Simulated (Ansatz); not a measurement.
# ScSi3 (AuCu3 type): how the settings move a single-point run

Aim: see which settings change the result for ScSi3 (AuCu3 type), by how much, and at what cost.

Method: reference: DFT PBE, scalar-relativistic, plane waves, PAW, in Ansatz 0.2.0.

2 further runs of the same task are left out: 1 that didn't finish, 1 set aside as unsound or not needed. Runs told in other sessions of the task aren't counted.

### Step 1. The system as given

It takes space group Pm-3m (No. 221, cubic). Conventional cell: a = 3.966 Å, b = 3.966 Å, c = 3.966 Å, α = 90.00°, β = 90.00°, γ = 90.00°. Sc (site symmetry m-3m) is surrounded by 12 Si at 2.80 Å. Si (site symmetry 4/mmm) has 4 Sc at 2.80 Å and 8 Si at 2.80 Å in its first shell of neighbours.

As a file:

```
CELL_PARAMETERS angstrom
3.96555 0.00000 0.00000
0.00000 3.96555 0.00000
0.00000 0.00000 3.96555
ATOMIC_POSITIONS crystal
Sc 0.00000 0.00000 0.00000
Si 0.00000 0.50000 0.50000
Si 0.50000 0.50000 0.00000
Si 0.50000 0.00000 0.50000
```

### Step 2. Baseline

input.yaml

```yaml
crystal:
  lattice:
    - [3.9655533451, 0.0, 0.0]
    - [0.0, 3.9655533451, 0.0]
    - [0.0, 0.0, 3.9655533451]
  atoms:
    - { symbol: Sc, position: [0.0, 0.0, 0.0] }
    - { symbol: Si, position: [0.0, 0.5, 0.5] }
    - { symbol: Si, position: [0.5, 0.5, 0.0] }
    - { symbol: Si, position: [0.5, 0.0, 0.5] }
basis:
  ecutwfc: 420
  ecutrho_ratio: 4
kpoints:
  mp_grid: { grid: [8, 8, 8] }
hamiltonian:
  xc: pbe
scf:
  occupations: { method: gaussian, width: 0.05 }
output:
  forces: true
  stress: true
  eigenvalues: true
```

Launch:

```bash
$ ansatz run input.yaml --threads 2 --pin off --max-ram 2662MiB --backend cpu --events-out ev --progress --plain --runs-dir out
```

### Step 3. Variant: mp_grid.grid [4, 4, 4], mp_grid.shift [0.5, 0.5, 0.5]

input.yaml, as its differences from that of step 2:

```diff
@@ -14,3 +14,3 @@
 kpoints:
-  mp_grid: { grid: [8, 8, 8] }
+  mp_grid: { grid: [4, 4, 4], shift: [0.5, 0.5, 0.5] }
 hamiltonian:
@@ -22,2 +22,5 @@
   stress: true
-  eigenvalues: true
+  write_density: true
+  write_potential: true
+  elf: true
+  volumetric_format: npy
```

### Step 4. Changed: n_extra_bands 32

input.yaml, as its differences from that of step 2:

```diff
@@ -19,2 +19,3 @@
   occupations: { method: gaussian, width: 0.05 }
+  n_extra_bands: 32
 output:
@@ -22,2 +23,5 @@
   stress: true
-  eigenvalues: true
+  write_density: true
+  write_potential: true
+  elf: true
+  volumetric_format: npy
```

### Step 5. Changing settings: hubbard.sites [{species: Sc, l: d, u_eff: 5.0}], hubbard.double_counting fll

input.yaml, as its differences from that of step 2:

```diff
@@ -17,2 +17,3 @@
   xc: pbe
+  hubbard: { sites: [{ species: Sc, l: d, u_eff: 5.0 }], double_counting: fll }
 scf:
@@ -22,2 +23 @@
   stress: true
-  eigenvalues: true
```

### Step 6. Changed: lower_state_search standard

input.yaml, as its differences from that of step 2:

```diff
@@ -19,2 +19,3 @@
   occupations: { method: gaussian, width: 0.05 }
+  lower_state_search: standard
 output:
@@ -22,2 +23 @@
   stress: true
-  eigenvalues: true
```

What does the calculation give? Wanted: for each run, ending; energy change; pressure; gap; force.

**Answer**, as computed:

```csv
run,ending,energy change,pressure (GPa),gap (eV),force (eV/Å),cycles,time
reference,converged,0,0.0,0.00,0.00,6,1.3 s
"1: mp_grid.grid [4, 4, 4], mp_grid.shift [0.5, 0.5, 0.5]",converged,+35.5 meV/atom,0.4,0.00,0.00,6,0.49 s
2: n_extra_bands 32,converged,0.0 meV/atom,0.0,0.00,0.00,6,3.1 s
"3: hubbard.sites [{species: Sc, l: d, u_eff: 5.0}], hubbard.double_counting fll",converged,+1.03 eV/atom (Hubbard term changed: no physical gain or loss),5.8,0.00,0.00,8,2.2 s
4: lower_state_search standard,converged,0.0 meV/atom,0.0,0.00,0.00,6,1.4 s
```

Times don't compare one to one where runs were asked for different outputs or read a saved state (see the inputs); cycles may leave out searches for a lower state.

Residual by cycle in the longest SCF loop of each run; runs are numbered as in the table. The quantity is the density residual dr2, in eV.

```csv
cycle,reference,run 1,run 2,run 3,run 4
1,0.0154,0.0219,0.0148,0.68,0.0154
2,0.0031,0.00602,0.00297,0.169,0.0031
3,4.4e-4,7.2e-4,1.4e-5,0.0313,4.4e-4
4,9.4e-6,1.3e-5,1.2e-6,8.4e-4,9.4e-6
5,2.9e-7,2.3e-7,1.0e-8,1.3e-4,2.9e-7
6,8.8e-9,3.9e-9,1.3e-10,9.5e-6,8.8e-9
7,-,-,-,2.2e-7,-
8,-,-,-,1.0e-8,-
```

What this shows: Of the converged runs whose energies compare with the reference's, «mp_grid.grid [4, 4, 4], mp_grid.shift [0.5, 0.5, 0.5]» moves the energy most (+35.5 meV/atom). A changed U is a change of model: its shifts are not errors of convergence.
